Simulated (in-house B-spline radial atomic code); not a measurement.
# Rb⁺ in a hard spherical wall

Wanted: the cost of confining Rb⁺, radius by radius. More than one configuration is followed.

Program: in-house B-spline radial atomic code version 1. Level of theory: scalar-relativistic (spin-free one-electron X2C) Hartree-Fock, spin-polarised, average of configuration, Fermi nucleus, basis-set limit. These are calculated values, not measurements, unless marked.

### 1 Starting point

* element: rubidium (Z = 37)
* charge: +1
* electrons: 36
* configuration: [Ar] 3d10 4s2 4p6
* Hamiltonian: scalar-relativistic (X2C)
* nucleus: Fermi, rms radius 4.204 fm

The outer shells:

[Ar] 3d10 4s2 4p6
```
[Ar] core
3d [↑↓][↑↓][↑↓][↑↓][↑↓]
4s [↑↓]
4p [↑↓][↑↓][↑↓]
```

Where spins are not typed, each open shell is filled with up spins first.

Input settings:

```ini
Z = 37
electrons = 36.0
configuration = [Ar] 3d10 4s2 4p6
hamiltonian = x2c
method = hf
spin_polarised = True
nucleus = fermi
rms_radius = 4.2036
mass_number = 85
atomic_mass = 84.91178973604
speed_of_light = 137.035999084
```

This reference run was done before. Its total energy is -2979.013263 hartree, and its levels are (the highest eight at most):

| orbital | occupation | energy (eV) | <r> (bohr) |
| --- | --- | --- | --- |
| 3p down | 3 | -266.20 | 0.5160 |
| 3p up | 3 | -266.20 | 0.5160 |
| 3d down | 5 | -131.82 | 0.5229 |
| 3d up | 5 | -131.82 | 0.5229 |
| 4s down | 1 | -48.074 | 1.473 |
| 4s up | 1 | -48.074 | 1.473 |
| 4p down | 3 | -27.467 | 1.719 |
| 4p up | 3 | -27.467 | 1.719 |

### 2 Wall at 5.47 bohr, configuration [Ar] 3d10 4s2 4p6

Input settings:

```ini
Z = 37
electrons = 36.0
configuration = [Ar] 3d10 4s2 4p6
hamiltonian = x2c
method = hf
spin_polarised = True
nucleus = fermi
rms_radius = 4.2036
mass_number = 85
atomic_mass = 84.91178973604
speed_of_light = 137.035999084
wall_radius = 5.47
```

### 3 Wall at 2.48 bohr, configuration [Ar] 3d10 4s2 4p6

The settings differ from step 2 so:

```diff
@@ -11,2 +11,2 @@
 speed_of_light = 137.035999084
-wall_radius = 5.47
+wall_radius = 2.48
```

### 4 Wall at 5.47 bohr, configuration [Ne] 3s2 3p5 3d10 4s2 4p6 4d1

Input settings:

```ini
Z = 37
electrons = 36.0
configuration = [Ne] 3s2 3p5 3d10 4s2 4p6 4d1
hamiltonian = x2c
method = hf
spin_polarised = True
nucleus = fermi
rms_radius = 4.2036
mass_number = 85
atomic_mass = 84.91178973604
speed_of_light = 137.035999084
wall_radius = 5.47
```

### 5 Wall at 2.48 bohr, configuration [Ne] 3s2 3p5 3d10 4s2 4p6 4d1

The settings differ from step 4 so:

```diff
@@ -11,2 +11,2 @@
 speed_of_light = 137.035999084
-wall_radius = 5.47
+wall_radius = 2.48
```

### 6 Wall at 5.47 bohr, configuration [Ar] 3d10 4s2 4p5 4d1

Input settings:

```ini
Z = 37
electrons = 36.0
configuration = [Ar] 3d10 4s2 4p5 4d1
hamiltonian = x2c
method = hf
spin_polarised = True
nucleus = fermi
rms_radius = 4.2036
mass_number = 85
atomic_mass = 84.91178973604
speed_of_light = 137.035999084
wall_radius = 5.47
```

### 7 Wall at 2.48 bohr, configuration [Ar] 3d10 4s2 4p5 4d1

The settings differ from step 6 so:

```diff
@@ -11,2 +11,2 @@
 speed_of_light = 137.035999084
-wall_radius = 5.47
+wall_radius = 2.48
```

What do the energy and the highest level do as the wall closes in, and which configuration is lower at each radius?

As calculated:

| configuration | radius (bohr) | energy above the free system (eV) | highest level (eV) |
| --- | --- | --- | --- |
| [Ar] 3d10 4s2 4p6 | 5.47 | 0.0816 | -27.382 (4p up) |
| [Ar] 3d10 4s2 4p6 | 2.48 | 69.770 | -8.341 (4p up) |
| [Ne] 3s2 3p5 3d10 4s2 4p6 4d1 | 5.47 | 249.89 | -8.129 (4d up) |
| [Ne] 3s2 3p5 3d10 4s2 4p6 4d1 | 2.48 | 329.91 | 20.401 (4d up) |
| [Ar] 3d10 4s2 4p5 4d1 | 5.47 | 19.049 | -7.791 (4d up) |
| [Ar] 3d10 4s2 4p5 4d1 | 2.48 | 100.81 | 22.742 (4d up) |

What this shows: For [Ar] 3d10 4s2 4p6 the energy above the free reference is 0.0816 eV at 5.47 bohr and 69.770 eV at 2.48 bohr. Of [Ar] 3d10 4s2 4p6 and [Ne] 3s2 3p5 3d10 4s2 4p6 4d1, the first stays lower at every radius that both share. At 2.48 bohr the lowest of all 3 is [Ar] 3d10 4s2 4p6. A hard wall is a crude model of an atom's surroundings.
